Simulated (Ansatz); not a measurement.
**SiF3 (trifluorosilyl) at UBLYP/aug-cc-pVDZ**

What is the vertical electron affinity of SiF3 (trifluorosilyl) at UBLYP/aug-cc-pVDZ? 

The results are computed with Ansatz 0.2.0.

20 further runs of the same task are left out: 20 set aside as unsound or not needed.

### 1 The structure to begin with

SiF3: 4 atoms, total charge 0, spin state doublet. SMILES: `F[Si](F)F`. The coordinates come from a PBE0-D4/def2-TZVP relaxation.

Bond lengths: F1–Si2 1.581 Å, Si2–F3 1.581 Å, Si2–F4 1.581 Å. Angles: F1–Si2–F3 107.9°, F1–Si2–F4 107.9°, F3–Si2–F4 107.9°.

### 2 The energy at UBLYP/aug-cc-pVDZ

in.yaml reads:

```yaml
crystal:
  periodic: [false, false, false]
  atoms:
    - {symbol: F, position_ang: [0.784850, -0.507040, 1.151700]}
    - {symbol: Si, position_ang: [-0.282750, 0.213060, 0.234280]}
    - {symbol: F, position_ang: [-0.994260, -0.892250, -0.644340]}
    - {symbol: F, position_ang: [0.492160, 1.186230, -0.741640]}
basis:
  gaussian: {orbitals: aug-cc-pVDZ}
magnetization: {spin_polarized: true, initial_magnetization: 1}
hamiltonian: {xc: {name: BLYP}}
accuracy: high
output: {orbitals: {seedname: orbitals}}
```

The run is started by

```bash
$ ansatz run in.yaml --threads 1 --pin off --max-ram 3480MiB --events-out events.jsonl --progress --plain --runs-dir runs
```

The log of the run:

```text
Warning: RAYON_NUM_THREADS=1 ignored (pool sized by the plan → 1); use --threads N
Functional definition: BLYP
  name "BLYP"
  parameter beta = 0.0042
  parameter a = 0.04918
  parameter b = 0.132
  parameter c = 0.2533
  parameter d = 0.349
  exchange = b88_x(beta = beta)
  correlation = lyp_c(a = a, b = b, c = c, d = d)
1923 factors; integrals over basis functions are off by at most 3.1e-9 eV
mean field evaluation 1: about -16026.2318 eV, gradient 4.3e1 eV
mean field evaluation 2: about -16003.4455 eV, gradient 9.6e1 eV
mean field evaluation 4: about -16031.6950 eV, gradient 1.1e0 eV
mean field evaluation 8: about -16031.7016 eV, gradient 2.4e-2 eV
mean field evaluation 16: about -16031.7016 eV, gradient 6.0e-6 eV
mean field -16031.70162305 eV, -589.1541679695 hartree, gradient 6.8e-8 eV, S^2 0.750876; 0 other end points of the search recorded, 0 dependent functions left out
reference -16031.70167215 eV, -589.1541697739 hartree; 21, 20 occupied and 75, 76 virtual orbitals, 1923 factors
Total energy: -16031.70167215 eV, -589.1541697739 hartree
```

It took 9.9 s on 1 thread of Arm Neoverse V1, shared host; peak memory 0.28 GiB.

### 3 The singlet anion, same level

in.yaml, as its differences from that of step 2:

```diff
@@ -8,5 +8,7 @@
 basis:
-  gaussian: {orbitals: aug-cc-pVDZ}
-magnetization: {spin_polarized: true, initial_magnetization: 1}
-hamiltonian: {xc: {name: BLYP}}
+  gaussian:
+    orbitals: aug-cc-pVDZ
+total_charge: -1
+hamiltonian:
+  xc: {name: BLYP}
 accuracy: high
```

The run is started by

```bash
$ ansatz run in.yaml --threads 1 --pin off --max-ram 3480MiB --events-out events.jsonl --progress --plain --runs-dir runs
```

The log of the run, cut to the lines that bear on the results:

```text
Warning: RAYON_NUM_THREADS=1 ignored (pool sized by the plan → 1); use --threads N
[... 9 set-up lines as earlier in the session ...]
1923 factors; integrals over basis functions are off by at most 3.1e-9 eV
mean field evaluation 1: about -16032.9197 eV, gradient 1.1e1 eV
mean field evaluation 2: about -16033.0266 eV, gradient 9.5e0 eV
mean field evaluation 4: about -16033.3111 eV, gradient 6.5e-1 eV
mean field evaluation 8: about -16033.3132 eV, gradient 6.0e-2 eV
mean field evaluation 16: about -16033.3133 eV, gradient 2.0e-6 eV
mean field -16033.31326144 eV, -589.2133945877 hartree, gradient 9.9e-9 eV, S^2 0.000000; 0 other end points of the search recorded, 0 dependent functions left out
reference -16033.31330802 eV, -589.2133962996 hartree; 21, 21 occupied and 75, 75 virtual orbitals, 1923 factors
Total energy: -16033.31330802 eV, -589.2133962996 hartree
```

It took 8.1 s on 1 thread of Arm Neoverse V1, shared host; peak memory 0.23 GiB.

### 4 What came out

At UBLYP/aug-cc-pVDZ:

| quantity | value |
| --- | --- |
| doublet SiF3: total energy | -589.15417 Eh |
| doublet SiF3: HOMO energy (highest over α and β) | -6.44 eV |
| doublet SiF3: LUMO energy (lowest over α and β) | -4.66 eV |
| doublet SiF3: ⟨S²⟩ | 0.751 |
| singlet anion: total energy | -589.21340 Eh |
| singlet anion: HOMO energy | 1.27 eV |
| singlet anion: LUMO energy | 3.66 eV |
| singlet anion: HOMO–LUMO gap (to an unbound level, set by the basis) | 2.40 eV |
| vertical electron affinity (to the singlet anion) | 1.612 eV |

In words: At fixed nuclei the extra electron is bound by 1.61 eV (155 kJ/mol). The HOMO (singlet anion) lies at positive energy, 1.27 eV, as semi-local functionals often give for anions; only total energies tell whether the electron is bound.
